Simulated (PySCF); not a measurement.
# Cl3Ga: the cost of one run

The runs use PySCF 2.14.0; levels as typed in each script, gas phase, geometry from GFN2-xTB.

1 further run of the same task is left out (it didn't finish).

### Step 1. Starting geometry

SMILES `Cl[Ga](Cl)Cl`, 4 atoms, charge 0, spin multiplicity 1.

Bond lengths: Cl1–Ga2 2.090 Å, Ga2–Cl3 2.089 Å, Ga2–Cl4 2.088 Å. Angles: Cl1–Ga2–Cl3 119.9°, Cl1–Ga2–Cl4 120.0°, Cl3–Ga2–Cl4 120.0°.

Coordinates:

```
atom     x (Å)     y (Å)    z (Å)
 Cl1   1.52384  -1.42934  0.00000
 Ga2  -0.00069   0.00000  0.00000
 Cl3   0.47655   2.03399  0.00000
 Cl4  -1.99914  -0.60465  0.00000
```

### Step 2. Removing and adding an electron (BLYP/def2-svpd)

input.py

```python
import numpy as np
from pyscf import gto, scf, dft
from pyscf.scf import atom_ks, atom_hf
from scipy.linalg import block_diag

def solve(mol, dm0=None, hcore=None):
    mf = (dft.UKS if mol.spin else dft.RKS)(mol, xc='blyp')
    mf.grids.level = 3
    mf = mf.density_fit(auxbasis='def2-universal-jkfit')
    mf.conv_tol, mf.max_cycle = 1e-8, 80
    if hcore is not None:
        mf.get_hcore = lambda *args: hcore
    mf.kernel(dm0)
    if not mf.converged:
        mf = mf.newton().run(mf.mo_coeff, mf.mo_occ, max_cycle=30)
    assert mf.converged, 'SCF not converged'
    return mf

mol = gto.M(atom='''
Cl     1.52384    -1.42934     0.00000
Ga    -0.00069     0.00000     0.00000
Cl     0.47655     2.03399     0.00000
Cl    -1.99914    -0.60465     0.00000
''', basis='def2-svpd', charge=0, spin=0, verbose=4)
mf = solve(mol)
out = dict(e0=mf.e_tot, dm0=mf.make_rdm1(), c=mf.mo_coeff, occ=mf.mo_occ, eps=mf.mo_energy)
for name, dq, spin in [('cation', 1, 1), ('anion', -1, 1)]:
    ion = mol.copy().set(charge=mol.charge + dq, spin=spin).build()
    mi = solve(ion)
    if spin and dq > 0 and mol.nao < 130:
        c, _, stable, _ = mi.stability(return_status=True)
        if not stable:
            mi = solve(ion, mi.make_rdm1(c, mi.mo_occ))
    print(name, 'vertical energy change / eV', (mi.e_tot - mf.e_tot) * 27.211386)
    out.update({'e_' + name: mi.e_tot, 'dm_' + name: mi.make_rdm1(), 's2_' + name: mi.spin_square()[0], 'eps_' + name: mi.mo_energy, 'occ_' + name: mi.mo_occ})
# spherically averaged free atoms, for the promolecule
atm = atom_ks.get_atm_nrks(mol, xc='blyp')
pro = block_diag(*[(atm[a[0]][2] * atm[a[0]][3]) @ atm[a[0]][2].T for a in mol._atom])
np.savez('result.npz', pro=pro, **out)
```

Command:

```bash
> OMP_NUM_THREADS=1 python input.py
```

What time and memory should one allow on 1 thread of AMD EPYC 9R45 (Zen 5), shared host?

About 49 s, with a peak of 0.52 GiB.
